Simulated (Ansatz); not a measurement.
# GeH (doublet): the correlation ladder at distance Ge1–H2 = 1.784 Å, cc-pVQZ

How much of the correlation energy of GeH (doublet) does each wave-function method recover here?

Program: Ansatz 0.2.0, Gaussian basis. Level of theory: cc-pVQZ, core rule «outside noble gas», up to 14 orbitals frozen. These are calculated values, not measurements.

Plan: UHF; CCSD(T) on ROHF; CCSD(T) on UHF; BCCD(T) on ROHF; CCSDT(Q) on ROHF; CCSDT(Q) on UHF; CASSCF and MRCISD+Q, 3 electrons in 3 orbitals; CASSCF and NEVPT2, 3 electrons in 3 orbitals; CASSCF and MRCISD+Q, 5 electrons in 5 orbitals; CASSCF and NEVPT4(SD), 5 electrons in 5 orbitals; CASSCF and NEVPT2, 5 electrons in 5 orbitals.

10 further runs of the same task are left out: 1 for a known fault of the program, 9 that didn't finish. Runs told in other sessions of the task aren't counted.

## (1) The system

The geometry derives from a PBE0/def2-TZVP stationary point (not a proven minimum). One bond is set to the value named and the two fragments are kept rigid. No spin-orbit coupling is included. The filled d shell of Ge may be among the frozen orbitals whatever the setting's name suggests.

2 atoms, charge 0, spin multiplicity 2.

Atoms are counted from 1 here; the program's logs count them from 0.

Bond lengths: Ge1–H2 1.784 Å.

## (2) UHF

File in.yaml:

```yaml
crystal:
  periodic: [false, false, false]
  atoms:
    - {symbol: Ge, position_ang: [0.000000, 0.000000, 0.000000]}
    - {symbol: H, position_ang: [0.000000, 0.000000, 1.784000]}
basis:
  gaussian: {orbitals: cc-pVQZ}
magnetization: {spin_polarized: true, initial_magnetization: 1}
hamiltonian: {xc: hf}
output: {orbitals: {seedname: orbitals}}
```

Run with:

```bash
ansatz run in.yaml --threads 1 --pin off --events-out ev --progress --plain --max-ram 4096MiB --backend cpu
```

After this run come: CCSD(T) on ROHF; CCSD(T) on UHF; BCCD(T) on ROHF; CCSDT(Q) on ROHF; CCSDT(Q) on UHF; CASSCF and MRCISD+Q, 3 electrons in 3 orbitals; CASSCF and NEVPT2, 3 electrons in 3 orbitals; CASSCF and MRCISD+Q, 5 electrons in 5 orbitals; CASSCF and NEVPT4(SD), 5 electrons in 5 orbitals; CASSCF and NEVPT2, 5 electrons in 5 orbitals.

Before running them: what should the planned runs give, taken together? Wanted: UCCSDT(Q) from the RHF energy; RMP2 from UCCSDT(Q); UMP2 from UCCSDT(Q); RCCSD from UCCSDT(Q); RCCSD(T) from UCCSDT(Q); UCCSD(T) from UCCSDT(Q); RCCSDT(Q) from UCCSDT(Q); NEVPT2 pair from UCCSDT(Q); MRCISD+Q pair from UCCSDT(Q).

**Answer**, as computed:

| quantity | value |
| --- | --- |
| UCCSDT(Q) from the ROHF energy | -2.9785 eV |
| RMP2 from UCCSDT(Q) | +643.4 meV |
| UMP2 from UCCSDT(Q) | +656.9 meV |
| RCCSD from UCCSDT(Q) | +109.9 meV |
| RCCSD(T) from UCCSDT(Q) | +23.6 meV |
| UCCSD(T) from UCCSDT(Q) | +20.0 meV |
| RCCSDT(Q) from UCCSDT(Q) | +3.9 meV |
| NEVPT2 pair from UCCSDT(Q) | +579.8 meV |
| MRCISD+Q pair from UCCSDT(Q) | -15.0 meV |
| NEVPT2 valence from UCCSDT(Q) | +501.5 meV |
| levels within 1 kcal/mol (43 meV) | RCCSD(T), UCCSD(T), BCCD(T), RCCSDT, UCCSDT, RCCSDT(Q), MRCISD+Q pair, MRCISD+Q valence |
| T1 diagnostic | 0.022 |
| effectively unpaired electrons | 1.04 |

In words: RCCSD(T) misses by +23.6 meV, 0.8 % of the correlation energy. One determinant dominates. Of the multireference levels listed MRCISD+Q valence comes nearest in total energy (+9.7 meV), which doesn't show that its space is the better one. These misses are within one basis, not against nature; the frozen cores of restricted and unrestricted runs differ, which can shift their rows.
